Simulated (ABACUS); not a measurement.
Ta3AsAu2O13 in ABACUS: the effect of functional

The system is Ta3AsAu2O13.

```xyz
19
Lattice="5.2424 3.0267 4.1427 -5.2424 3.0267 4.1427 0.0000 -6.0534 4.1427" Properties=species:S:1:pos:R:3 pbc="T T T"
Ta   -1.7887    1.0327    4.2854
Ta    0.0000   -2.0655    4.2854
Ta    1.7887    1.0327    4.2854
As    0.0000    0.0000    6.9446
Au    0.0000    0.0000   12.0005
Au    0.0000    0.0000    9.3342
O    -1.3566    0.7832    6.1532
O     0.0000   -1.5665    6.1532
O     1.3566    0.7832    6.1532
O     2.5380   -0.6359    3.6068
O    -0.7183    2.5159    3.6068
O    -1.8197   -1.8800    3.6068
O     1.8197   -1.8800    3.6068
O    -2.5380   -0.6359    3.6068
O     0.7183    2.5159    3.6068
O    -3.3469    1.9323    4.0073
O     0.0000   -3.8647    4.0073
O     3.3469    1.9323    4.0073
O     0.0000    0.0000    3.8329
```

The cell was built by a generator and needn't be a form met in nature.

Alike in all runs:

```yaml
Program: ABACUS 3.10.1
Task: equation of state
Potentials_or_basis: PseudoDojo NC SR 0.4.1 PBE standard
Cutoff: 1361 eV
Density_cutoff: 5442 eV
Basis: DZP LCAO (the cutoffs set its grid)
k_mesh: 3 × 3 × 3
Occupations: fermi-dirac, width 0.05 eV
Spin: no spin polarisation
```

```csv
functional,V0 of scaled cells (Å³/atom),B0 (GPa)
LDA,20.12,114
PBEsol,20.51,108
revPBE,21.33,96
BLYP,?,?
```

Question: What does the run with functional BLYP give?

Answer: V0 of scaled cells 21.64 Å³/atom; B0 94 GPa.

Caveats: the atomic orbitals were generated for these runs and aren't a published set; the cell was scaled at fixed shape and fractional positions, which overstates the stiffness of a crystal with free parameters, most of all of layers and chains; the potentials were made for another functional, which shifts forces and pressure; the basis of atomic orbitals isn't converged, which shifts pressures, moduli and gaps.

Runs at the PBE level aren't shown here.
